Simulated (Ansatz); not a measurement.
# One input on several machines: r2SCAN, CeO2 (Fm-3m), atoms displaced at random by about 0.04 Å along each cell vector

Program: Ansatz 0.2.0. No other job shared the machine, and each run was timed once from launch to exit. Hardware: an Arm Neoverse N1 node (56 of its 64 cores, memory capped at 64 GiB); a node with four NVIDIA GB300 Max-Q cards and 144 Grace (Neoverse V2) cores; a node with four NVIDIA GB200 cards and 144 Grace (Neoverse V2) cores; a node with eight NVIDIA H100 80GB cards and 96 AMD EPYC 7R13 cores; an Intel Xeon 6975P-C node (Granite Rapids, 96 cores, 192 hardware threads, 360 GiB). Times and memory are rounded to two significant figures, and ratios are formed from the unrounded values. A row is a single run, so small differences between rows aren't established. System services beside the runs took up to 5 cores (rounded up). Runs with a thread on every core shared the cores with them. Precision is the program's default, which can work at lower precision in parts of a run. Card memory is the largest of readings taken every 0.4 s, so short peaks can be missed, and it isn't given for runs under about 3 s. It shows what a run took, which needn't be the least that it can run in: the program holds more work at once where threads and free memory allow.

Commands are shown without the flags for output files and display.

The PAW files were made with PBE. For this functional the program regenerates the frozen cores at set-up.

```
atoms                                                              : 3
valence electrons                                                  : 24
cell volume                                                        : 40.86 Å³
cutoff (chosen by the program)                                     : 500 eV
k mesh                                                             : 16×16×16
k points solved                                                    : 2052
symmetry operations used (translations within a supercell counted) : 1
plane waves at Γ                                                   : 1037
dense FFT grid                                                     : 30×30×30
bands at the start                                                 : 16
spin                                                               : none
first density                                                      : superposed atoms
```

Input used:

```yaml
crystal:
  lattice:
    - [0.000000, 2.733725, 2.733725]
    - [2.733725, 0.000000, 2.733725]
    - [2.733725, 2.733725, 0.000000]
  atoms:
    - { symbol: Ce, position: [0.000491, 0.004108, -0.003204] }
    - { symbol: O, position: [0.245196, 0.247756, 0.259126] }
    - { symbol: O, position: [0.763049, 0.752327, 0.739225] }
kpoints:
  mp_grid: { grid: [16, 16, 16] }
hamiltonian:
  xc: r2scan
scf:
  occupations: { method: fixed }
```

```
                  machine share                                           command  wall time  SCF clock  outside it  CPU time  SCF iterations  threads  the cards share  host memory (GiB)  fullest card (GiB)
                      1 × GB200  ansatz run input.yaml --backend cuda --devices 1       18 s       16 s       1.8 s    14 min              13       72                                 1.8                  23
                      1 × GB300  ansatz run input.yaml --backend cuda --devices 1       21 s       19 s       1.9 s    16 min              13       72                                 1.9                  23
                       1 × H100  ansatz run input.yaml --backend cuda --devices 1       22 s       19 s       2.8 s    10 min              13       48                                 1.3                  18
                      2 × GB200  ansatz run input.yaml --backend cuda --devices 2       13 s       11 s       2.2 s   5.7 min              13     2×72         k points                2.6                  13
                      2 × GB300  ansatz run input.yaml --backend cuda --devices 2       14 s       12 s       2.3 s   6.4 min              13     2×72         k points                2.6                  13
4 × H100 (the program's choice)              ansatz run input.yaml --backend cuda       10 s      6.1 s       4.3 s   3.3 min              13     4×24         k points                2.2                 5.0
       96 threads, Xeon 6975P-C               ansatz run input.yaml --backend cpu      3.2 s      2.6 s      0.58 s   3.7 min              13       96                                 3.4
```

The SCF clock is the program's own. It runs from the start of the first SCF loop to the final result and holds forces, stress, later SCFs and response steps. Outside it lie start-up, exit and the set-up ahead of the first loop, which depends on the cell and the method.

Threads written as a×b are a pools of b host workers, as the log lists them; the log's own count of threads can differ.

The machines don't compute alike at the default precision: the logs show emulated matrix products on GB200 and GB300, and some doubles held as pairs of floats on GB300.

The runs on cards also kept host threads busy (see the CPU time), so differences between cards can come from their hosts too.

Among these rows the slowest by wall time (1 × H100) takes 6.8 times as long as the fastest (96 threads, Xeon 6975P-C). Up to 41 % of a wall time lies outside the SCF clock (4 × H100 (the program's choice)), so the wall times show the speed at the clocked work only in part. On the SCF clock alone the slowest (1 × H100, with 1 × GB300 within 5 %) takes 7.2 times as long as the fastest (96 threads, Xeon 6975P-C).

Q: How long does the same input take on 56 threads, Neoverse N1 (taskset -c 8-63 ansatz run input.yaml --backend cpu --max-ram 64GiB)?

A: 16 s, in 13 SCF iterations, 4.9 times the time on 96 threads, Xeon 6975P-C; peak host memory 2.7 GiB. Of the wall time 15 s is on the SCF clock and 0.85 s outside. On the SCF clock alone it is 5.7 times that on 96 threads, Xeon 6975P-C (15 s against 2.6 s).
